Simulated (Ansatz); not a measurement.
# H4O2Zn: the cost of one run

Program: Ansatz 0.2.0. Level of theory: RKS r2SCAN/def2-SVP. These are calculated values, not measurements.

**1. The system as given**

Bond lengths: Zn1–O2 2.196 Å, Zn1–O3 1.744 Å, O2–H6 0.963 Å, O3–H7 0.956 Å. Angles: Zn1–O2–H6 155.1°, O2–Zn1–O3 126.2°, Zn1–O3–H7 121.1°.

Coordinates:

```xyz
7

Zn   -0.0330    0.3232   -0.6653
O     0.1635   -0.5115    1.3563
O     0.3804   -0.4816   -2.1560
H    -0.4981    0.5687    1.5212
H    -0.8246    1.2801    0.9240
H     0.4349   -1.1669    2.0082
H     0.3769   -0.0119   -2.9884
```

**2. A restrained relaxation towards end A**

Springs on the bonds that form and break draw the guess towards this end; the thresholds are loose.

File input.yaml:

```yaml
crystal:
  periodic: [false, false, false]
  atoms:
    - { symbol: Zn, position_ang: [-0.033, 0.3232, -0.6653] }
    - { symbol: O, position_ang: [0.1635, -0.5115, 1.3563] }
    - { symbol: O, position_ang: [0.3804, -0.4816, -2.156] }
    - { symbol: H, position_ang: [-0.4981, 0.5687, 1.5212] }
    - { symbol: H, position_ang: [-0.8246, 1.2801, 0.924] }
    - { symbol: H, position_ang: [0.4349, -1.1669, 2.0082] }
    - { symbol: H, position_ang: [0.3769, -0.0119, -2.9884] }
basis:
  gaussian: { orbitals: def2-SVP }
hamiltonian:
  xc: r2scan
relax:
  f_tol: 0.15
  max_steps: 25
  restrain:
    - { distance: [0, 4], at: 2.83, k: 30.0 }
    - { distance: [3, 1], at: 2.27, k: 30.0 }
    - { distance: [0, 1], at: 1.88, k: 30.0 }
    - { distance: [3, 4], at: 0.62, k: 30.0 }
```

On the command line:

```
$ ansatz run input.yaml --threads 2 --pin off --max-ram 3072MiB --backend cpu --events-out ev --progress --plain --runs-dir out
```

What time and memory should one allow on 2 threads of Arm Neoverse V1, shared host?

About 42 s, with a peak of 0.16 GiB.
